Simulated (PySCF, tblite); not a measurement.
# C6H12N+: a rotation path, then NMR shifts on frames

How do NMR shifts of C6H12N+ (`CC#CC[NH+](C)C`) change as the atoms move?

Programs: tblite 0.8.0 and PySCF 2.14.0, with density-fitted response routines of our own. Each step states its level of theory. These are calculated values for one molecule in the gas phase, unless marked as measured. Atoms count from 0, in the outputs and in this text.

### 1 Starting geometry

19 atoms, charge 1, multiplicity 1; geometry from: GFN2-xTB.

Bonds of the start (Å): C0–C1 1.44, C1–C2 1.20, C2–C3 1.45, C3–N4 1.50, N4–C5 1.47, N4–C6 1.47, C0–H7 1.09, C0–H8 1.09, C0–H9 1.09, C3–H10 1.09, C3–H11 1.09, N4–H12 1.03, C5–H13 1.09, C5–H14 1.09, C5–H15 1.09, C6–H16 1.09, C6–H17 1.09, C6–H18 1.09.

### 2 A band between two rotamers with GFN2-xTB

The job: settings as JSON, then the geometry in Å.

```
{"job": {"kind": "neb", "xc": "GFN2-xTB", "basis": "xTB", "atoms": [2, 3, 4, 6], "turn": 120}, "charge": 1, "multiplicity": 1}
C      3.209823    -1.273632    -1.168500
C      1.985969    -0.547338    -0.975824
C      0.961204     0.058878    -0.820275
C     -0.266616     0.806565    -0.640586
N     -0.881580     0.505812     0.691744
C     -1.326232    -0.897387     0.754303
C     -1.980068     1.433974     1.003293
H      4.051083    -0.700529    -0.782145
H      3.362347    -1.453253    -2.231553
H      3.162265    -2.231870    -0.653149
H     -0.056212     1.878468    -0.696690
H     -0.990874     0.547508    -1.418353
H     -0.139797     0.628148     1.391611
H     -1.656334    -1.148653     1.760265
H     -2.153306    -1.051424     0.062826
H     -0.503618    -1.553395     0.472391
H     -2.746541     1.366880     0.232424
H     -1.614158     2.458465     1.047461
H     -2.427158     1.182036     1.963294
```

Level: GFN2-xTB climbing-image nudged elastic band, gas phase.

On the command line:

```
$ OMP_NUM_THREADS=1 python probes_run.py task.json out
```

One launch serves the whole session: the jobs run in the order shown.

Standard output:

```text
image   E - E0 / eV
  0       0.0000
  1       0.0222
  2       0.0853
  3       0.1582
  4       0.1999
  5       0.1831
  6       0.1202
  7       0.0505
  8       0.0181
```

Run time: 3.2 s. Hardware: 1 thread of Intel Xeon 6975P-C, shared host; peak memory 0.19 GiB.

The final band, with the dihedral C2–C3–N4–C6:

```
image  dihedral (°)  energy (eV)  energy (kcal/mol)
    0           169        0.000                0.0
    1           184        0.022                0.5
    2           199        0.085                2.0
    3           215        0.158                3.6
    4           232        0.200                4.6
    5           250        0.183                4.2
    6           267        0.120                2.8
    7           283        0.051                1.2
    8           298        0.018                0.4
```

### 3 NMR shieldings: image 0, PBE0/pcSseg-1

The job: settings as JSON, then the geometry in Å.

```
{"job": {"kind": "nmr", "xc": "PBE0", "basis": "pcSseg-1", "pop": false}, "charge": 1, "multiplicity": 1}
C      3.209800    -1.273600    -1.168500
C      1.986000    -0.547300    -0.975800
C      0.961200     0.058900    -0.820300
C     -0.266600     0.806600    -0.640600
N     -0.881600     0.505800     0.691700
C     -1.326200    -0.897400     0.754300
C     -1.980100     1.434000     1.003300
H      4.051100    -0.700500    -0.782100
H      3.362300    -1.453300    -2.231600
H      3.162300    -2.231900    -0.653100
H     -0.056200     1.878500    -0.696700
H     -0.990900     0.547500    -1.418400
H     -0.139800     0.628100     1.391600
H     -1.656300    -1.148700     1.760300
H     -2.153300    -1.051400     0.062800
H     -0.503600    -1.553400     0.472400
H     -2.746500     1.366900     0.232400
H     -1.614200     2.458500     1.047500
H     -2.427200     1.182000     1.963300
```

With the program's defaults for keys left out, this is: GIAO PBE0/pcSseg-1 NMR shielding, non-relativistic, gas phase.

Standard output:

```text
coarse grid: 15024 points
cycle   1  E = -289.8137134638  dE =  1.079e+00  |g| = 4.956e-01  |ddm| = 4.128e+00
cycle   2  E = -289.7720333150  dE =  4.168e-02  |g| = 6.788e-01  |ddm| = 1.141e+00
cycle   3  E = -289.8712323236  dE = -9.920e-02  |g| = 1.356e-01  |ddm| = 6.055e-01
cycle   4  E = -289.8740317864  dE = -2.799e-03  |g| = 8.012e-02  |ddm| = 1.466e-01
cycle   5  E = -289.8755272164  dE = -1.495e-03  |g| = 1.485e-02  |ddm| = 6.159e-02
cycle   6  E = -289.8755754606  dE = -4.824e-05  |g| = 3.141e-03  |ddm| = 1.411e-02
cycle   7  E = -289.8755777775  dE = -2.317e-06  |g| = 4.508e-04  |ddm| = 3.371e-03
final grid: 142704 points
cycle   8  E = -289.9167615734  dE = -5.095e-05  |g| = 8.460e-03  |ddm| = 6.427e-02
cycle   9  E = -289.9167620897  dE = -5.163e-07  |g| = 8.449e-03  |ddm| = 1.588e-02
cycle  10  E = -289.9167797162  dE = -1.763e-05  |g| = 8.145e-04  |ddm| = 6.963e-03
cycle  11  E = -289.9167798409  dE = -1.247e-07  |g| = 3.584e-04  |ddm| = 8.774e-04
cycle  12  E = -289.9167798656  dE = -2.473e-08  |g| = 1.550e-04  |ddm| = 3.493e-04
cycle  13  E = -289.9167798713  dE = -5.709e-09  |g| = 3.465e-05  |ddm| = 1.487e-04
cycle  14  E = -289.9167798716  dE = -2.362e-10  |g| = 8.418e-06  |ddm| = 2.779e-05
converged SCF energy = -289.9167798716

GIAO shielding tensors (ppm)
atom      isotropic    diamagn.    paramagn.     s11        s22        s33       span
  0 C      182.722     255.877     -73.155    173.756    174.822    199.588     25.832
  1 C       77.429     268.068    -190.638    -16.285      0.589    247.983    264.268
  2 C      118.338     259.973    -141.635     36.352     41.419    277.242    240.889
  3 C      133.595     257.330    -123.735    105.582    119.950    175.252     69.670
  4 N      190.313     325.970    -135.657    166.258    196.139    208.541     42.283
  5 C      143.013     251.339    -108.326    119.709    122.578    186.752     67.043
  6 C      142.760     244.699    -101.939    114.049    125.140    189.092     75.043
  7 H       29.286      28.004       1.282     24.059     27.243     36.557     12.499
  8 H       29.174      26.788       2.385     24.034     27.026     36.461     12.426
  9 H       29.382      30.463      -1.082     24.193     27.788     36.165     11.972
 10 H       27.419      31.244      -3.826     21.413     28.261     32.582     11.169
 11 H       27.849      32.053      -4.204     23.147     28.126     32.275      9.127
 12 H       27.631      35.733      -8.102     22.175     24.526     36.192     14.017
 13 H       28.562      29.976      -1.413     24.414     25.835     35.437     11.023
 14 H       29.032      30.971      -1.940     25.732     26.270     35.093      9.361
 15 H       27.530      32.201      -4.671     21.944     28.137     32.509     10.566
 16 H       28.739      27.471       1.268     25.091     26.267     34.857      9.766
 17 H       28.465      27.401       1.064     23.812     26.047     35.535     11.723
 18 H       28.455      26.596       1.859     23.867     25.889     35.609     11.742
```

Run time: 22 s. Hardware: 1 thread of Intel Xeon 6975P-C, shared host; peak memory 0.82 GiB.

Shifts follow as δ = σ(reference) − σ, with reference shieldings (ppm) from runs at the same level and on the same kind of geometry: 1H TMS 31.72, 13C TMS 186.9, 15N NH3 267.7. The references are single molecules in the gas phase, so shifts against H2O, NH3, PH3, H3PO4 or CFCl3 are not on the usual liquid scales and can be off by tens of ppm. Each atom is listed at this fixed geometry, with no averaging over motion; a spectrum would average atoms that exchange fast.

| atoms | environment | σ (ppm) | δ (ppm) |
| --- | --- | --- | --- |
| C1 | alkyne carbon | 77.4 | 109.5 |
| C2 | alkyne carbon | 118.3 | 68.6 |
| C3 | propargylic sp3 CH2 bonded to N | 133.6 | 53.3 |
| C6 | methyl carbon bonded to N | 142.8 | 44.2 |
| C5 | methyl carbon bonded to N | 143.0 | 43.9 |
| C0 | propargylic methyl carbon | 182.7 | 4.2 |
| H10 | hydrogen on a propargylic sp3 CH2 bonded to N | 27.42 | 4.30 |
| H15 | hydrogen on a methyl carbon bonded to N | 27.53 | 4.19 |
| H12 | hydrogen on an ammonium nitrogen | 27.63 | 4.09 |
| H11 | hydrogen on a propargylic sp3 CH2 bonded to N | 27.85 | 3.87 |
| H18 | hydrogen on a methyl carbon bonded to N | 28.46 | 3.26 |
| H17 | hydrogen on a methyl carbon bonded to N | 28.46 | 3.25 |
| H13 | hydrogen on a methyl carbon bonded to N | 28.56 | 3.15 |
| H16 | hydrogen on a methyl carbon bonded to N | 28.74 | 2.98 |
| H14 | hydrogen on a methyl carbon bonded to N | 29.03 | 2.68 |
| H8 | hydrogen on a propargylic methyl carbon | 29.17 | 2.54 |
| H7 | hydrogen on a propargylic methyl carbon | 29.29 | 2.43 |
| H9 | hydrogen on a propargylic methyl carbon | 29.38 | 2.34 |
| N4 | ammonium nitrogen | 190.3 | 77.4 |

Orbitals, density, ELF and potential are computed afterwards from the orbital file.

Frontier orbitals at PBE0/pcSseg-1, with the share of their density that lies nearest to each atom:

| orbital | energy (eV) | lies on |
| --- | --- | --- |
| HOMO | -11.60 | C1, C2 about 38 % each; H7 7 % |
| LUMO | -4.07 | H12 26 %; C1 12 %; N4 8 % |

ELF in a plane through or near 6 of the atoms.

Ten even steps from '0' (0.00) to '9' (1.00):
```
0000000000000000000000000000
0000000000000000000000000000
0000000000000000000000000000
0000000000000000362000000000
0000000000001421898200000000
0000058600008985999400000000
0000599910006997898100000000
0000599910210674350011000000
0000279834551026840376100000
0000253386785126473686100000
0000361384776658381363000000
0000255573855757652241000000
0000023146876565017840000000
0000000014551499208950000000
0000000001310599406840000000
0000000000000399200000000000
0000000000000022000000000000
0000000000000000000000000000
0000000000000000000000000000
0000000000000000000000000000
```
The map spans 13.6 Å across and 9.3 Å up, centred on the molecule. Atoms in the plane (x, y in Å): C0 (-3.6, 0.0), C1 (-2.3, -0.3), N4 (1.2, 0.0), C6 (2.6, -0.5), H9 (-3.8, 1.1), H13 (1.6, 2.1).

log10 of the density (e/Å³) in the same plane.

Ten even steps from ' ' (-4.0) to '@' (0.9):
```
                                                        
                                                        
                          ....::::::....                
                        ..::----====--::                
        ....::....    ..--==++++****++--..              
      ..::--====--::::--++**####%%%%**==::..            
      ::==++**++==------++##%%%%%%%%**==--::..          
    ..--++**%%##++++++++++**##%%%%##**++====::..        
    ::--++##%%%%********++++**%%%%##******++--::        
    ::==**##@@%%%%######****##%%@@%%######**==::        
    ::==**##@@%%%%@@%%%%%%####%%@@%%%%@@##**==::        
    ::--++########%%%%%%%%####%%####%%@@##++--::        
    ::--==++******##############****##%%**++--..        
      ::----====++++++******####**++****++==::..        
        ::::::----========**####++==++++==--..          
              ..::::------==++++==------::..            
                  ......::::----::::......              
                          ........                      
                                                        
                                                        
```
The map spans 13.6 Å across and 9.3 Å up, centred on the molecule. Atoms in the plane (x, y in Å): C0 (-3.6, 0.0), C1 (-2.3, -0.3), N4 (1.2, 0.0), C6 (2.6, -0.5), H9 (-3.8, 1.1), H13 (1.6, 2.1).

On the surface of density 0.002 e/bohr³ the electrostatic potential runs, from the 1st to the 99th percentile, from 2.82 V near C1 to 6.56 V near H12.

### 4 Nuclear shieldings: image 2, PBE0/pcSseg-1

The job: settings as JSON, then the geometry in Å.

```
{"job": {"kind": "nmr", "xc": "PBE0", "basis": "pcSseg-1", "pop": false}, "charge": 1, "multiplicity": 1}
C      2.955600    -1.481400    -1.275600
C      1.886300    -0.559400    -1.011300
C      1.004200     0.218800    -0.768800
C     -0.117000     1.088700    -0.478100
N     -0.860100     0.655700     0.760900
C     -0.932000    -0.811100     0.890600
C     -2.208900     1.245200     0.801500
H      3.841900    -1.197000    -0.711200
H      3.193600    -1.477600    -2.337600
H      2.657500    -2.489600    -0.988500
H      0.231100     2.115800    -0.334000
H     -0.819100     1.073900    -1.316700
H     -0.330900     0.997100     1.570500
H     -1.388900    -1.076400     1.841400
H     -1.522000    -1.227200     0.076300
H      0.070600    -1.232700     0.845200
H     -2.778600     0.906100    -0.063200
H     -2.163100     2.332600     0.788000
H     -2.730100     0.927700     1.703100
```

Level: GIAO PBE0/pcSseg-1 NMR shielding, non-relativistic, gas phase.

Standard output:

```text
coarse grid: 15024 points
cycle   1  E = -289.8102910220  dE =  1.078e+00  |g| = 4.986e-01  |ddm| = 4.089e+00
cycle   2  E = -289.7673466699  dE =  4.294e-02  |g| = 6.848e-01  |ddm| = 1.226e+00
cycle   3  E = -289.8683398911  dE = -1.010e-01  |g| = 1.371e-01  |ddm| = 6.510e-01
cycle   4  E = -289.8711696360  dE = -2.830e-03  |g| = 8.177e-02  |ddm| = 1.509e-01
cycle   5  E = -289.8727264359  dE = -1.557e-03  |g| = 1.518e-02  |ddm| = 6.264e-02
cycle   6  E = -289.8727771425  dE = -5.071e-05  |g| = 3.268e-03  |ddm| = 1.516e-02
cycle   7  E = -289.8727796418  dE = -2.499e-06  |g| = 4.664e-04  |ddm| = 3.541e-03
final grid: 142704 points
cycle   8  E = -289.9123280848  dE = -4.679e-05  |g| = 8.477e-03  |ddm| = 4.812e-02
cycle   9  E = -289.9123283768  dE = -2.921e-07  |g| = 8.516e-03  |ddm| = 1.503e-02
cycle  10  E = -289.9123463459  dE = -1.797e-05  |g| = 7.459e-04  |ddm| = 7.185e-03
cycle  11  E = -289.9123464557  dE = -1.098e-07  |g| = 2.813e-04  |ddm| = 7.695e-04
cycle  12  E = -289.9123464686  dE = -1.290e-08  |g| = 1.436e-04  |ddm| = 2.652e-04
cycle  13  E = -289.9123464734  dE = -4.826e-09  |g| = 3.632e-05  |ddm| = 1.349e-04
cycle  14  E = -289.9123464737  dE = -2.781e-10  |g| = 7.721e-06  |ddm| = 2.913e-05
converged SCF energy = -289.9123464737

GIAO shielding tensors (ppm)
atom      isotropic    diamagn.    paramagn.     s11        s22        s33       span
  0 C      182.676     254.873     -72.197    173.865    174.824    199.340     25.475
  1 C       74.425     267.655    -193.230    -18.253      0.072    241.456    259.709
  2 C      118.514     259.811    -141.296     37.084     43.561    274.898    237.814
  3 C      134.055     257.782    -123.727    100.660    124.812    176.694     76.034
  4 N      198.292     325.727    -127.435    187.926    194.877    212.073     24.147
  5 C      143.171     252.983    -109.812    118.972    128.257    182.284     63.312
  6 C      141.813     245.378    -103.565    115.829    120.982    188.629     72.800
  7 H       29.251      27.786       1.465     24.017     27.208     36.526     12.508
  8 H       29.165      26.260       2.905     24.022     26.839     36.633     12.611
  9 H       29.375      30.457      -1.082     24.202     27.989     35.933     11.730
 10 H       27.233      30.301      -3.068     21.552     27.269     32.878     11.326
 11 H       27.790      32.356      -4.566     22.030     28.851     32.490     10.460
 12 H       27.533      34.325      -6.793     22.456     22.832     37.310     14.855
 13 H       28.687      30.860      -2.174     24.350     26.420     35.289     10.939
 14 H       29.014      32.540      -3.525     25.633     26.531     34.878      9.244
 15 H       27.318      33.269      -5.951     21.223     28.261     32.470     11.247
 16 H       28.820      28.385       0.435     25.084     26.539     34.836      9.752
 17 H       28.376      26.735       1.642     23.893     25.697     35.540     11.647
 18 H       28.388      26.709       1.679     23.729     25.822     35.612     11.883
```

Wall time 16 s (1 thread of Intel Xeon 6975P-C, shared host); peak memory 0.84 GiB.

Key values: δ C1 112.5, C2 68.4, C3 52.9, C6 45.1, H10 4.48, H15 4.40 ppm.

### 5 Nuclear shieldings: image 4, PBE0/pcSseg-1

The job: settings as JSON, then the geometry in Å.

```
{"job": {"kind": "nmr", "xc": "PBE0", "basis": "pcSseg-1", "pop": false}, "charge": 1, "multiplicity": 1}
C      2.681700    -1.596400    -1.443700
C      1.757700    -0.565900    -1.058900
C      0.987000     0.289400    -0.717500
C      0.039500     1.284600    -0.262900
N     -0.879800     0.758500     0.831600
C     -0.646800    -0.663100     1.149300
C     -2.297400     0.987300     0.498900
H      3.545400    -1.588600    -0.780400
H      3.018100    -1.434200    -2.465600
H      2.196400    -2.570100    -1.384300
H      0.580900     2.154200     0.119600
H     -0.578200     1.610200    -1.103500
H     -0.674600     1.283600     1.686800
H     -1.261000    -0.955800     1.998200
H     -0.900500    -1.279600     0.289000
H      0.401100    -0.825800     1.393600
H     -2.541300     0.469900    -0.428000
H     -2.500600     2.050300     0.379500
H     -2.937300     0.600600     1.290800
```

Method: GIAO PBE0/pcSseg-1 NMR shielding, non-relativistic, gas phase.

Standard output:

```text
coarse grid: 15024 points
cycle   1  E = -289.8024483122  dE =  1.072e+00  |g| = 5.033e-01  |ddm| = 4.096e+00
cycle   2  E = -289.7555256149  dE =  4.692e-02  |g| = 6.998e-01  |ddm| = 1.254e+00
cycle   3  E = -289.8617415009  dE = -1.062e-01  |g| = 1.390e-01  |ddm| = 6.642e-01
cycle   4  E = -289.8646246925  dE = -2.883e-03  |g| = 8.361e-02  |ddm| = 1.519e-01
cycle   5  E = -289.8662501148  dE = -1.625e-03  |g| = 1.546e-02  |ddm| = 6.298e-02
cycle   6  E = -289.8663029562  dE = -5.284e-05  |g| = 3.438e-03  |ddm| = 1.472e-02
cycle   7  E = -289.8663057197  dE = -2.763e-06  |g| = 4.698e-04  |ddm| = 3.737e-03
final grid: 142704 points
cycle   8  E = -289.9067017731  dE = -4.526e-05  |g| = 8.319e-03  |ddm| = 4.870e-02
cycle   9  E = -289.9067022937  dE = -5.207e-07  |g| = 8.291e-03  |ddm| = 1.466e-02
cycle  10  E = -289.9067193192  dE = -1.703e-05  |g| = 8.028e-04  |ddm| = 6.883e-03
cycle  11  E = -289.9067194323  dE = -1.131e-07  |g| = 4.179e-04  |ddm| = 8.749e-04
cycle  12  E = -289.9067194715  dE = -3.919e-08  |g| = 1.199e-04  |ddm| = 3.642e-04
cycle  13  E = -289.9067194748  dE = -3.270e-09  |g| = 3.330e-05  |ddm| = 1.218e-04
cycle  14  E = -289.9067194750  dE = -2.187e-10  |g| = 7.385e-06  |ddm| = 2.672e-05
converged SCF energy = -289.9067194750

GIAO shielding tensors (ppm)
atom      isotropic    diamagn.    paramagn.     s11        s22        s33       span
  0 C      182.595     254.645     -72.050    173.658    174.901    199.226     25.568
  1 C       73.175     267.211    -194.036    -19.165      0.066    238.623    257.788
  2 C      119.668     263.417    -143.749     37.718     46.686    274.600    236.882
  3 C      133.285     253.898    -120.612     96.725    122.465    180.667     83.942
  4 N      205.984     325.839    -119.855    193.203    204.787    219.961     26.758
  5 C      142.129     252.224    -110.095    117.508    131.633    177.246     59.738
  6 C      139.642     246.563    -106.921    107.717    125.147    186.062     78.345
  7 H       29.239      27.803       1.436     24.033     27.287     36.396     12.363
  8 H       29.160      26.021       3.139     24.014     26.772     36.694     12.680
  9 H       29.364      30.499      -1.135     24.183     27.974     35.934     11.751
 10 H       27.027      29.750      -2.723     21.409     26.813     32.860     11.451
 11 H       27.620      31.536      -3.916     21.783     28.739     32.339     10.556
 12 H       27.306      32.728      -5.422     21.890     22.341     37.687     15.797
 13 H       28.703      30.683      -1.980     24.242     26.707     35.160     10.918
 14 H       28.487      33.256      -4.769     24.739     27.273     33.450      8.712
 15 H       27.808      32.998      -5.190     22.386     27.658     33.380     10.993
 16 H       28.704      29.572      -0.868     24.987     26.700     34.426      9.439
 17 H       28.423      27.309       1.115     24.130     25.641     35.499     11.368
 18 H       28.560      27.234       1.326     23.867     26.110     35.703     11.836
```

Run time: 16 s. Hardware: 1 thread of Intel Xeon 6975P-C, shared host; peak memory 0.84 GiB.

Key values: δ C1 113.8, C2 67.3, C3 53.6, C6 47.3, H10 4.69, H12 4.41 ppm.

[end of part 1 of 2]
